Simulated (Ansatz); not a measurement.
# C₂H₉SbSi: how energies converge with the basis set

An exercise on one series of results from a longer session: the logs are not shown, and one member is left open.

The runs use Ansatz 0.2.0, Gaussian basis; one geometry, several basis sets.

Levels to be run: PBE0-D4/def2-SVP; ωB97M-V/def2-SVP; PBE0-D4/def2-QZVPP; ωB97M-V/def2-QZVPP; the functionals' def2-TZVPP values are taken from earlier runs.

## The relaxed structure

An earlier PBE0-D4 in a triple-zeta def2 set relaxation fixed the geometry. Sb takes the def2 core potential; no spin-orbit term is included.

SMILES `C[CH2][SbH][SiH3]`, 13 atoms, charge 0, spin multiplicity 1.

Atoms are counted from 1 here; the program's logs count them from 0.

Bond lengths: C1–C2 1.518 Å, C1–H5 1.095 Å, C1–H6 1.093 Å, C1–H7 1.093 Å, C2–Sb3 2.180 Å, C2–H8 1.093 Å, C2–H9 1.091 Å, Sb3–Si4 2.570 Å, Sb3–H10 1.713 Å, Si4–H11 1.487 Å, Si4–H12 1.489 Å, Si4–H13 1.489 Å. Angles: C2–C1–H5 111.1°, C2–C1–H6 111.5°, C2–C1–H7 111.7°, H5–C1–H6 107.4°, H5–C1–H7 107.4°, H6–C1–H7 107.5°, C1–C2–Sb3 111.9°, C1–C2–H8 111.2°, C1–C2–H9 111.6°, Sb3–C2–H8 106.0°, Sb3–C2–H9 108.2°, H8–C2–H9 107.7°, C2–Sb3–Si4 94.2°, C2–Sb3–H10 93.8°, Si4–Sb3–H10 90.7°, Sb3–Si4–H11 110.3°, Sb3–Si4–H12 111.8°, Sb3–Si4–H13 109.1° and more.

Geometry (Å):

```xyz
13
charge 0, multiplicity 1
C    -0.5244    2.2489    0.1582
C    -0.5254    0.7447    0.3632
Sb    1.4554   -0.1178    0.0691
Si    0.5885   -2.5327   -0.0703
H    -1.5180    2.6713    0.3376
H    -0.2360    2.5143   -0.8621
H     0.1717    2.7493    0.8365
H    -0.8185    0.4845    1.3831
H    -1.2176    0.2472   -0.3172
H     1.3909    0.0254   -1.6364
H     1.6278   -3.4225   -0.6541
H    -0.6476   -2.6294   -0.8942
H     0.2736   -3.0178    1.3013
```

Set-up of the first run:

Contents of in.yaml:

```yaml
crystal:
  periodic: [false, false, false]
  atoms:
    - {symbol: C, position_ang: [-0.524394, 2.248866, 0.158207]}
    - {symbol: C, position_ang: [-0.525428, 0.744698, 0.363194]}
    - {symbol: Sb, position_ang: [1.455407, -0.117756, 0.069119]}
    - {symbol: Si, position_ang: [0.588521, -2.532735, -0.070342]}
    - {symbol: H, position_ang: [-1.518030, 2.671290, 0.337610]}
    - {symbol: H, position_ang: [-0.235988, 2.514257, -0.862056]}
    - {symbol: H, position_ang: [0.171663, 2.749257, 0.836455]}
    - {symbol: H, position_ang: [-0.818503, 0.484475, 1.383076]}
    - {symbol: H, position_ang: [-1.217574, 0.247218, -0.317171]}
    - {symbol: H, position_ang: [1.390888, 0.025444, -1.636425]}
    - {symbol: H, position_ang: [1.627817, -3.422488, -0.654082]}
    - {symbol: H, position_ang: [-0.647624, -2.629393, -0.894202]}
    - {symbol: H, position_ang: [0.273643, -3.017834, 1.301316]}
basis:
  gaussian: {orbitals: def2-SVP}
hamiltonian: {xc: pbe0, dispersion: d4}
output: {orbitals: {seedname: orbitals}}
```

Command:

```console
$ ansatz run in.yaml --threads 4 --pin off --events-out ev --progress --plain --max-ram 10444MiB
```

Steps of the session up to this table: PBE0-D4 in def2-SVP; ωB97M-V in def2-SVP; PBE0-D4 in def2-QZVPP; ωB97M-V in def2-QZVPP.

One table of the session follows, with a row left open; its other results are not shown here.

```
functional       basis  HOMO (eV)  LUMO (eV)
   PBE0-D4    def2-SVP      -6.77      -0.18
   PBE0-D4  def2-TZVPP      -6.80      -0.44
   PBE0-D4  def2-QZVPP      -6.81      -0.51
   ωB97M-V    def2-SVP          ?          ?
   ωB97M-V  def2-TZVPP      -8.82       1.15
   ωB97M-V  def2-QZVPP      -8.82       0.93
```

Estimate the missing values for ωB97M-V, def2-SVP.

**Answer.** HOMO (eV): -8.75; LUMO (eV): 1.60. In the column «HOMO (eV)» it lies between ωB97M-V, def2-QZVPP (-8.82) and PBE0-D4, def2-QZVPP (-6.81).
